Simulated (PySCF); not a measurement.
# C5H10SSi: electronic excitations

Aim: predict the electronic excitations of C5H10SSi (`C[SiH2]S[C@]12C[C@H]1C2`).

The runs use PySCF 2.14.0, with density-fitted response routines of our own; the level of theory stands in each step. All values are computed, except where a source is named. Atoms are numbered from 0 throughout.

## 1. The molecule as given

17 atoms, charge 0, multiplicity 1; geometry from: GFN2-xTB.

Bonds of the start (Å): C0–Si1 1.90, Si1–S2 2.16, S2–C3 1.76, C3–C4 1.50, C4–C5 1.50, C5–C6 1.50, C5–C3 1.49, C6–C3 1.50, C0–H7 1.09, C0–H8 1.09, C0–H9 1.09, Si1–H10 1.46, Si1–H11 1.46, C4–H12 1.08, C4–H13 1.09, C5–H14 1.07, C6–H15 1.08, C6–H16 1.09.

## 2. TDDFT and polarisability: CAM-B3LYP/def2-SVPD

The job: settings as JSON, then the geometry in Å.

```
{"job": {"kind": "uv", "xc": "CAM-B3LYP", "basis": "def2-SVPD", "nstates": 8, "ntriplets": 3}, "charge": 0, "multiplicity": 1}
C      2.346877    -0.790691     0.628978
Si     1.780317     1.016800     0.693377
S     -0.272411     1.108224     1.364657
C     -1.024721     0.279430     0.004548
C     -1.638826     0.810101    -1.256205
C     -2.426184    -0.074861    -0.340698
C     -1.398415    -1.156215    -0.212153
H      1.801006    -1.350131    -0.126809
H      3.404462    -0.860714     0.393285
H      2.183995    -1.285810     1.583301
H      2.484550     1.804072     1.695403
H      1.813650     1.627339    -0.633594
H     -1.893205     1.861996    -1.280848
H     -1.299988     0.416888    -2.209896
H     -3.371302     0.062124     0.136387
H     -1.450738    -1.797293     0.658596
H     -1.046065    -1.659228    -1.108239
```

Method: TDDFT CAM-B3LYP/def2-SVPD, vertical, gas phase, core orbitals frozen in the response.

Run with:

```sh
$ OMP_NUM_THREADS=1 python probes_run.py task.json out
```

This one command runs all jobs of the session in turn.

What will the session give for the following? lowest singlet (CAM-B3LYP/def2-SVPD); brightest single state of those computed; lowest triplet; surface potential, 1st and 99th percentile. Wanted: lowest singlet; brightest single state of those computed; lowest triplet; surface potential, 1st and 99th percentile.

**Answer**, as computed:

```
                                quantity                        value
    lowest singlet (CAM-B3LYP/def2-SVPD)  5.95 eV (208 nm), f = 0.005
brightest single state of those computed  state 5, 6.87 eV, f = 0.073
                          lowest triplet                      5.54 eV
   surface potential, 1st and 99th percentile           -0.93 V and 0.97 V
```

The lowest singlet, at 5.95 eV, is HOMO→LUMO+2 0.49, HOMO→LUMO 0.13 and is weak; of the 8 states computed, the strongest absorption comes from state 5 at 6.87 eV (the last state computed is bright too, and its partners may lie past the list). The lowest triplet lies 0.40 eV below the lowest singlet (triplets in Tamm-Dancoff, singlets in full TDDFT).
